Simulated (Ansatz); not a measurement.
# InAsS4: the cost of one run

Method: DFT PBE, scalar-relativistic, plane waves, PAW, in Ansatz 0.2.0.

1 further run of the same task is left out (it didn't finish).

### Step 1. The structure to begin with

It takes space group F-43m (No. 216, cubic). Conventional cell: a = 8.135 Å, b = 8.135 Å, c = 8.135 Å, α = 90.00°, β = 90.00°, γ = 90.00°. Around In (site symmetry -43m) lie 12 S at 3.37 Å and 4 As at 3.52 Å. As (site symmetry -43m) is surrounded by 12 S at 3.37 Å and 4 In at 3.52 Å. S (site symmetry 3m) has 6 S at 2.86 to 2.89 Å and 3 As at 3.37 Å and 3 In at 3.37 Å as nearest neighbours.

Structure file:

```cif
data_structure
_symmetry_space_group_name_H-M 'F-43m'
_symmetry_Int_Tables_number 216
_cell_length_a 8.1350
_cell_length_b 8.1350
_cell_length_c 8.1350
_cell_angle_alpha 90.000
_cell_angle_beta 90.000
_cell_angle_gamma 90.000
_cell_volume 538.35
loop_
_atom_site_label
_atom_site_type_symbol
_atom_site_symmetry_multiplicity
_atom_site_Wyckoff_symbol
_atom_site_fract_x
_atom_site_fract_y
_atom_site_fract_z
_atom_site_occupancy
In1 In 4 d 0.25000 0.25000 0.75000 1
As1 As 4 a 0.00000 0.00000 0.00000 1
S1 S 16 e 0.62580 0.12580 0.87420 1
```

Recipe of the guess: species swapped into a database cell of HoCu4Pd (F-43m, No. 216), with In on the Ho sites, S on the Cu sites and As on the Pd sites. Its size is a rough estimate.

### Step 2. A first look at the guess

File input.yaml:

```yaml
crystal:
  lattice:
    - [0.0, 4.06748031, 4.06748031]
    - [4.06748031, 0.0, 4.06748031]
    - [4.06748031, 4.06748031, 0.0]
  atoms:
    - { symbol: In, position: [0.25, 0.25, 0.25] }
    - { symbol: As, position: [0.0, 0.0, 0.0] }
    - { symbol: S, position: [0.1226123, 0.6257959, 0.6257959] }
    - { symbol: S, position: [0.6257959, 0.1226123, 0.6257959] }
    - { symbol: S, position: [0.6257959, 0.6257959, 0.1226123] }
    - { symbol: S, position: [0.6257959, 0.6257959, 0.6257959] }
basis:
  ecutwfc: 420
kpoints:
  mp_grid: { grid: [4, 4, 4] }
hamiltonian:
  xc: pbe
scf:
  occupations: { method: gaussian, width: 0.1 }
  lower_state_search: "off"
output:
  forces: true
  stress: true
  eigenvalues: true
```

Command:

```bash
$ ansatz run input.yaml --threads 1 --pin off --max-ram 2560MiB --backend cpu --events-out ev --progress --plain --runs-dir out
```

What time and memory should one allow on 1 thread of Intel Xeon Platinum 8488C (Sapphire Rapids), shared host?

About 2.8 s, with a peak of 0.41 GiB.
